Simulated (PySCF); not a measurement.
# C4H5ClOSi: the cost of one run

Computed with PySCF 2.14.0, with density-fitted response routines of our own, on a single molecule in the gas phase. Atoms are numbered from 0 throughout.

## Step 1: Starting geometry

12 atoms, charge 0, multiplicity 1; geometry from: GFN2-xTB. The atoms were then displaced at random by about 0.01 Å, so the start is not that level's minimum.

Bonds of the start (Å): Cl0–Si1 2.03, Si1–C2 1.88, C2–C3 1.29, C3–C4 1.46, C4–C5 1.33, C5–O6 1.35, O6–Si1 1.64, Si1–H7 1.46, C2–H8 1.10, C3–H9 1.10, C4–H10 1.08, C5–H11 1.08.

## Step 2: Geometry optimisation at PBE0-D3(BJ)/def2-SVP

The job: settings as JSON, then the geometry in Å.

```
{"job": {"xc": "PBE0", "basis": "def2-SVP", "d3": "d3bj", "grid": 1, "shake": 0.01, "kind": "geom"}, "charge": 0, "multiplicity": 1}
Cl     2.937350    -0.510360    -1.237750
Si     1.555040    -0.277260     0.230530
C      0.489970     1.259230     0.086270
C     -0.785990     1.126260    -0.061050
C     -1.499440    -0.150610    -0.136260
C     -0.869190    -1.319660    -0.080690
O      0.462880    -1.483740     0.069690
H      2.234640    -0.522340     1.503030
H      0.929970     2.260560     0.141160
H     -1.452350     1.998240    -0.135350
H     -2.577040    -0.142170    -0.235190
H     -1.386140    -2.266420    -0.153420
```

Command:

```sh
> OMP_NUM_THREADS=1 python probes_run.py task.json out
```

One launch serves the whole session: the jobs run in the order shown.

**Question.** How long does this first job take on 1 thread of Arm Neoverse V2, shared host, and how much memory does it need?

About 72 s, with a peak of 0.52 GiB.
